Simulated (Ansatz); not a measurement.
**HgPt: response to strain**

Aim: deform HgPt (zz strain of +2 %) and compute stress, forces and field gradients with LAPW, PAW and all-electron datasets made for the crystal.

Program: Ansatz 0.2.0. Level of theory: DFT LDA, scalar-relativistic. These are calculated values, not measurements.

## 1. The system as given

It takes space group P4/mmm (No. 123, tetragonal). Conventional cell: a = 2.971 Å, b = 2.971 Å, c = 3.825 Å, α = 90.00°, β = 90.00°, γ = 90.00°. Around Hg (site symmetry 4/mmm) lie 8 Pt at 2.84 Å and 4 Hg at 2.97 Å. Around Pt (site symmetry 4/mmm) lie 8 Hg at 2.84 Å and 4 Pt at 2.97 Å.

As a file:

```cif
data_structure
_symmetry_space_group_name_H-M 'P4/mmm'
_symmetry_Int_Tables_number 123
_cell_length_a 2.9710
_cell_length_b 2.9710
_cell_length_c 3.8250
_cell_angle_alpha 90.000
_cell_angle_beta 90.000
_cell_angle_gamma 90.000
_cell_volume 33.76
loop_
_atom_site_label
_atom_site_type_symbol
_atom_site_symmetry_multiplicity
_atom_site_Wyckoff_symbol
_atom_site_fract_x
_atom_site_fract_y
_atom_site_fract_z
_atom_site_occupancy
Hg1 Hg 1 a 0.00000 0.00000 0.00000 1
Pt1 Pt 1 d 0.50000 0.50000 0.50000 1
```

The file gives the conventional cell by its symmetry; the runs use the cell typed in the input.

Atoms are numbered in the order of the input: Hg1, Pt2.

## 2. The deformed structure

Space group P4/mmm before, P4/mmm after.

## 3. All-electron LAPW

Contents of input.yaml:

```yaml
crystal:
  lattice:
    - [2.971, 0.0, 0.0]
    - [0.0, 2.971, 0.0]
    - [0.0, 0.0, 3.9015]
  atoms:
    - { symbol: Hg, position: [0.0, 0.0, 0.0] }
    - { symbol: Pt, position: [0.5, 0.5, 0.5] }
kpoints:
  mp_grid: { grid: [12, 12, 10] }
  band_path:
    path:
      - [0.0, 0.0, 0.0]
      - [0.0, 0.5, 0.0]
      - [0.5, 0.5, 0.0]
      - [0.0, 0.0, 0.0]
      - [0.0, 0.0, 0.5]
      - [0.0, 0.5, 0.5]
      - [0.5, 0.5, 0.5]
      - [0.0, 0.0, 0.5]
      - [0.0, 0.5, 0.0]
    npoints: 5
scf:
  occupations: { method: fermi_dirac, width: 0.03 }
hamiltonian:
  xc: lda
  pseudopotentials: { kind: all_electron, lapw: { basis_error: 0.0005 } }
output:
  forces: true
  stress: true
  eigenvalues: true
```

Launch:

```sh
ansatz run input.yaml --threads 1 --pin off --max-ram 3072MiB --backend cpu --events-out ev --progress --plain --runs-dir out
```

## 4. PAW with frozen cores

Contents of input.yaml:

```yaml
crystal:
  lattice:
    - [2.971, 0.0, 0.0]
    - [0.0, 2.971, 0.0]
    - [0.0, 0.0, 3.9015]
  atoms:
    - { symbol: Hg, position: [0.0, 0.0, 0.0] }
    - { symbol: Pt, position: [0.5, 0.5, 0.5] }
kpoints:
  mp_grid: { grid: [12, 12, 10] }
scf:
  occupations: { method: fermi_dirac, width: 0.03 }
hamiltonian:
  xc: lda
  pseudopotentials: { kind: paw }
output:
  forces: true
  stress: true
  eigenvalues: true
  efg: { contact_densities: true }
  write_density: true
  write_potential: true
  elf: true
  volumetric_format: npy
```

## 5. Datasets made for this crystal

input.yaml, as its differences from that of step 4:

```diff
@@ -14,3 +14,3 @@
   xc: lda
-  pseudopotentials: { kind: paw }
+  pseudopotentials: { kind: all_electron, datasets: crystal }
 output:
@@ -20,5 +20 @@
   efg: { contact_densities: true }
-  write_density: true
-  write_potential: true
-  elf: true
-  volumetric_format: npy
```

(Steps that only read results are left out.)

What does the calculation give? Wanted: pressure; largest shear or deviatoric stress.

**Answer**, as computed:

| quantity | value |
| --- | --- |
| pressure | LAPW -5.17, PAW -5.19, crystal datasets -5.17 GPa |
| largest shear or deviatoric stress (LAPW) | 0.26 GPa |

What this shows: The largest part of the stress beyond the pressure is 0.26 GPa in size, in the zz component; the atoms are carried along and not relaxed. No run of the undeformed cell stands beside it, so the pressure holds what the given cell had before the change. PAW: stress within 0.02 GPa of LAPW. Crystal datasets: stress within 0.01 GPa of LAPW. Spin-orbit coupling is left out, though the cell holds Hg; in elements this heavy it can shift bands and gaps by tenths of an eV.
